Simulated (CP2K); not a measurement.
Settings test, CP2K on BN

Simulated with CP2K 2026.2. This is a test of settings. The cell was built from a prototype and was relaxed with r2SCAN in plane waves (Ansatz 0.2.0). Not every such cell is a known phase. All runs are without spin polarisation.

The symmetry is F-43m (No. 216, cubic); a = 3.610 Å in the conventional setting, 5.88 Å³ an atom. B has 4 N at 1.56 Å; N has 4 B at 1.56 Å.

The base run uses PBE in the DZVP-MOLOPT-SR basis.

```
&GLOBAL
 PROJECT run
 RUN_TYPE ENERGY_FORCE
 PRINT_LEVEL LOW
&END GLOBAL
&FORCE_EVAL
 METHOD QS
 STRESS_TENSOR ANALYTICAL
 &DFT
  BASIS_SET_FILE_NAME BASIS_MOLOPT
  POTENTIAL_FILE_NAME GTH_POTENTIALS
  &QS
   EXTRAPOLATION USE_GUESS
  &END QS
  &MGRID
   CUTOFF 500
   REL_CUTOFF 50
  &END MGRID
  &XC
   &XC_FUNCTIONAL PBE
   &END XC_FUNCTIONAL
  &END XC
  &KPOINTS
   SCHEME MONKHORST-PACK 5 5 5
   SYMMETRY F
   FULL_GRID F
  &END KPOINTS
  &SCF
   ADDED_MOS 8
   EPS_SCF 1e-6
   MAX_SCF 80
   &DIAGONALIZATION
   &END DIAGONALIZATION
   &MIXING
    METHOD BROYDEN_MIXING
    ALPHA 0.3
   &END MIXING
   &SMEAR
    METHOD FERMI_DIRAC
    ELECTRONIC_TEMPERATURE [K] 232
   &END SMEAR
   &PRINT
    &ITERATION_INFO
    &END ITERATION_INFO
   &END PRINT
  &END SCF
  &PRINT
   &BAND_STRUCTURE
    FILE_NAME bands.bs
    ADDED_MOS 6
    &KPOINT_SET
     UNITS B_VECTOR
     SPECIAL_POINT 0.00000000 0.00000000 0.00000000
     NPOINTS 0
    &END KPOINT_SET
    &KPOINT_SET
     UNITS B_VECTOR
     SPECIAL_POINT -0.50000000 -0.50000000 0.00000000
     NPOINTS 0
    &END KPOINT_SET
    &KPOINT_SET
     UNITS B_VECTOR
     SPECIAL_POINT -0.37500000 -0.37500000 0.25000000
     NPOINTS 0
    &END KPOINT_SET
    &KPOINT_SET
     UNITS B_VECTOR
     SPECIAL_POINT -0.37500000 0.00000000 0.37500000
     NPOINTS 0
    &END KPOINT_SET
    &KPOINT_SET
     UNITS B_VECTOR
     SPECIAL_POINT 0.00000000 0.00000000 0.50000000
     NPOINTS 0
    &END KPOINT_SET
    &KPOINT_SET
     UNITS B_VECTOR
     SPECIAL_POINT -0.50000000 -0.25000000 0.25000000
     NPOINTS 0
    &END KPOINT_SET
    &KPOINT_SET
     UNITS B_VECTOR
     SPECIAL_POINT 0.00000000 0.50000000 0.50000000
     NPOINTS 0
    &END KPOINT_SET
   &END BAND_STRUCTURE
  &END PRINT
 &END DFT
 &SUBSYS
  &CELL
   A 2.55240865 0.00000000 0.00000000
   B 1.27620433 2.21045073 0.00000000
   C 1.27620433 0.73681691 2.08403294
  &END CELL
  &COORD
   SCALED
   B -0.00000000 0.00000000 0.00000000
   N 0.25000000 0.25000000 0.25000000
  &END COORD
  &KIND B
   BASIS_SET DZVP-MOLOPT-SR-GTH
   POTENTIAL GTH-PBE
  &END KIND
  &KIND N
   BASIS_SET DZVP-MOLOPT-SR-GTH
   POTENTIAL GTH-PBE
  &END KIND
 &END SUBSYS
 &PRINT
  &STRESS_TENSOR
  &END STRESS_TENSOR
  &FORCES
  &END FORCES
 &END PRINT
&END FORCE_EVAL
```

Command: `cp2k.psmp -i run.inp`. It took 11 s on 2 threads of Arm Neoverse V2, on a shared host, peak memory 0.2 GiB.

It converged with a gap of 4.53 eV and a pressure of 6.23 GPa (positive in compression). Pressures on CP2K's grid carry noise of some tenths of a GPa.

Each further run moved one setting: EPS_SCF (SCF threshold); KPOINTS (Monkhorst-Pack mesh); REL_CUTOFF (grid cutoff relative to the Gaussians, in Ry); ALPHA (mixing weight); ELECTRONIC_TEMPERATURE (smearing temperature in K). Changes are from the base run, which isn't itself converged in every setting; energies of another Hamiltonian, functional, basis or charge aren't compared, and those at a high electronic temperature are mostly its entropy term. CP2K's gap is over the listed points.

| setting | how it ended | gap change (eV) | energy change (meV/atom) | pressure change (GPa) | time (s) |
| --- | --- | --- | --- | --- | --- |
| EPS_SCF = 1e-4 | converged | 0.00 | 0.0 | 0.00 | 9 |
| KPOINTS = 4x4x4 | converged | 0.00 | -8.2 | -0.16 | 8.8 |
| REL_CUTOFF = 80 | converged | 0.00 | 0.0 | 0.00 | 12 |
| ALPHA = 0.6 | converged | 0.00 | 0.0 | 0.00 | 11 |
| ELECTRONIC_TEMPERATURE = 50 | converged | 0.00 | 0.0 | 0.00 | 10 |
| ELECTRONIC_TEMPERATURE = 20000 (poor on purpose) | converged | 0.08 | -225.2 | 11.90 | 11 |

EPS_SCF = 1e-4 changes nothing that matters here. REL_CUTOFF = 80 changes nothing that matters here. ALPHA = 0.6 changes nothing that matters here. ELECTRONIC_TEMPERATURE = 50 changes nothing that matters here.
